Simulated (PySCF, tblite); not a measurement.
**C2H8ClO3Si2 radical, a small gas-phase stand-in for a defect centre (Si site with back bonds C[SiH3], Cl, OC): EPR parameters**

What EPR parameters should one expect for `CO[Si](Cl)(C[SiH3])O[O]`? It is drawn as: peroxy radical.

Programs: tblite 0.8.0 and PySCF 2.14.0. All values are calculated, for the isolated system unless a continuum is named. Atoms count from 0, parts from 1.

## 1. The system as given

16 atoms, charge 0, multiplicity 2; geometry: distance geometry start.

## 2. Relaxing the cluster with GFN2-xTB

What the job is given:

```
{"job": {"kind": "relax", "xc": "GFN2-xTB", "basis": "xTB"}, "charge": 0, "multiplicity": 2}
Si     0.627008     0.831944     0.145253
C     -0.135846     2.462219     0.373395
Si    -1.856113     2.232789     1.112266
Cl     2.648594     0.925459     0.843507
O     -0.258581    -0.398169     1.073019
C     -1.443140    -0.941501     0.704314
O      0.630194     0.392912    -1.581350
O      1.091585     1.160332    -2.535686
H     -0.254233     2.964040    -0.542783
H      0.406346     3.033650     1.017145
H     -1.743819     1.538464     2.324238
H     -2.648233     1.507317     0.182354
H     -2.438443     3.507796     1.322926
H     -1.276308    -1.859780     0.142066
H     -1.968054    -0.297033     0.059783
H     -2.016668    -1.178923     1.536888
```

Level: GFN2-xTB geometry optimisation, gas phase.

Launch:

```console
OMP_NUM_THREADS=1 python cluster_run.py task.json out
```

The driver reads the jobs from task.json and runs them one after another.

**Question.** The jobs that follow are: PBE0-D3(BJ)/def2-SVP geometry optimisation, gas phase; UKS B3LYP, IGLO-III on C Cl O Si, pcH-1 on H, non-relativistic, mean-field spin-orbit, GIAO; UKS BHandHLYP, IGLO-III on C Cl O Si, pcH-1 on H, non-relativistic, mean-field spin-orbit, GIAO. Predict: point group; rotational constants (main isotopes); g(iso) (B3LYP); ⟨S²⟩; largest a(iso); potential on the surface of density 0.002 e/bohr³, 1st and 99th percentile.

The runs gave:

```
                                                                  quantity                 value
                                                               point group                    C1
                                      rotational constants (main isotopes)  1.35, 0.86, 0.74 GHz
                                                            g(iso) (B3LYP)               2.01851
                                                                      ⟨S²⟩    0.754 (exact 0.75)
                                                            largest a(iso)  17O on O7, -48.0 MHz
potential on the surface of density 0.002 e/bohr³, 1st and 99th percentile    -1.15 V and 1.26 V
```

**Reading.** The start of the PBE0/def2-SVP relaxation was shaken at random by about 0.01 Å, so part of the energy gained, and of the first lengths quoted, undoes that. Relaxing lowered the energy by 0.456 eV in 31 steps; the close pair that moved most is Si0–C1, from 1.926 to 1.832 Å (PBE0/def2-SVP). The largest share of the spin, 0.73 e, sits on O7. The isotropic g lies 16.2 ppt above the free-electron value. These values are not to be trusted: the run shows nearly degenerate orbitals, where second-order g theory doesn't apply. A capped cluster stands for the solid here, so long-range fields and strain are missing, and bands or shifts of the capping hydrogens have no counterpart in it.
